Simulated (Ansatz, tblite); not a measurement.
**The cluster Cs₃F₃: one state, many levels**

How do method and basis change the picture of the cluster Cs₃F₃ (singlet)?

Program: Ansatz 0.2.0, Gaussian basis. Level of theory: as each input shows. These are calculated values, not measurements.

Plan: GFN1-xTB, GFN2-xTB, PBE-D4/def2-TZVP, r2SCAN-D4/def2-TZVP, B2PLYP/def2-TZVP, B97M-V/def2-TZVP, LDA/def2-TZVP, LC-ωPBE/def2-TZVP, r2SCAN0-D4/def2-TZVP, ωB97X-V/def2-TZVP, BHLYP-D4/def2-TZVP, PBE-D4/def2-SVP, PBE0-D4/def2-SVP, PBE0-D4/def2-TZVPD, PBE-D4/def2-TZVPD, r2SCAN-D4/def2-TZVPD, CCSD(T)/def2-TZVP, RPA/def2-TZVP.

### 1 The structure

The singlet was relaxed beforehand with r2SCAN-D4/def2-SVP. At that level it is the lowest of the isomers that a small search found.

6 atoms, charge 0, spin multiplicity 1.

Bond lengths: Cs1–F4 2.617 Å, Cs1–F5 2.617 Å, Cs2–F5 2.617 Å, Cs2–F6 2.617 Å, Cs3–F4 2.617 Å, Cs3–F6 2.617 Å. Angles: F4–Cs1–F5 103.5°, F5–Cs2–F6 103.6°, F4–Cs3–F6 103.6°, Cs1–F4–Cs3 136.5°, Cs1–F5–Cs2 136.4°, Cs2–F6–Cs3 136.4°.

Cs takes a core potential in the def2 sets. No spin-orbit coupling is included.

PBE0-D4/def2-TZVP was run before; its log isn't repeated, and its numbers join the tables.

### 2 GFN1-xTB

Tight binding, by tblite at 300 K electronic temperature and without a spin-polarisation term:

```python
tblite.interface.Calculator('GFN1-xTB', numbers, positions, charge=0, uhf=0).singlepoint()
```

Energy -446.8081 eV, HOMO -10.11 eV, LUMO -9.25 eV; 0.003 s.

### 3 GFN2-xTB

Tight binding, by tblite at 300 K electronic temperature and without a spin-polarisation term:

```python
tblite.interface.Calculator('GFN2-xTB', numbers, positions, charge=0, uhf=0).singlepoint()
```

Energy -407.5094 eV, HOMO -8.62 eV, LUMO -6.54 eV; 0.003 s.

### 4 PBE-D4/def2-TZVP

start.molden holds the orbitals of an earlier run on this state, given as this run's starting guess.

Contents of in.yaml:

```yaml
crystal:
  periodic: [false, false, false]
  atoms:
    - {symbol: Cs, position_ang: [0.537600, 2.434649, 1.289133]}
    - {symbol: Cs, position_ang: [-2.098606, -1.629685, 0.899420]}
    - {symbol: Cs, position_ang: [1.562590, -0.804664, -2.187742]}
    - {symbol: F, position_ang: [1.766798, 1.385241, -0.769253]}
    - {symbol: F, position_ang: [-1.309339, 0.671737, 1.863846]}
    - {symbol: F, position_ang: [-0.459052, -2.057269, -1.095404]}
basis:
  gaussian: {orbitals: def2-TZVP, initial_orbitals: start.molden}
hamiltonian: {xc: pbe, dispersion: d4}
scf: {omitted_lower_state_checks: [starts]}
output: {forces: true, orbitals: {seedname: orbitals}}
```

On the command line:

```console
ansatz run in.yaml --threads 4 --pin off --events-out ev --progress --plain --max-ram 3916MiB
```

The runs that follow: r2SCAN-D4/def2-TZVP; B2PLYP/def2-TZVP; B97M-V/def2-TZVP; LDA/def2-TZVP; LC-ωPBE/def2-TZVP; r2SCAN0-D4/def2-TZVP; ωB97X-V/def2-TZVP; BHLYP-D4/def2-TZVP; PBE-D4/def2-SVP; PBE0-D4/def2-SVP; PBE0-D4/def2-TZVPD; PBE-D4/def2-TZVPD; r2SCAN-D4/def2-TZVPD; CCSD(T)/def2-TZVP; RPA/def2-TZVP.

Q: Predict the results of all the runs planned. Wanted: gap in def2-TZVP, named functionals, smallest and largest; correlation energy, CCSD(T)/def2-TZVP; binding an atom, CCSD(T)/def2-TZVP; PBE0 total energy, smallest basis above largest.

As calculated:

```
                                                 quantity                                value
gap in def2-TZVP, named functionals, smallest and largest  4.26 eV (PBE-D4), 9.84 eV (LC-ωPBE)
                    correlation energy, CCSD(T)/def2-TZVP                            -31.64 eV
                       binding an atom, CCSD(T)/def2-TZVP                             2.916 eV
          PBE0 total energy, smallest basis above largest      10.92 eV (def2-SVP, def2-TZVPD)
```

Orbital gaps of the named functionals in def2-TZVP span 4.26 eV (PBE-D4) to 9.84 eV (LC-ωPBE); exact exchange widens it. The functionals in def2-TZVP miss CCSD(T)/def2-TZVP by -0.030 (BHLYP-D4) to +0.605 eV (LDA) an atom. CCSD(T)/def2-TZVP isn't at the basis-set limit; small misses against it rank nothing.
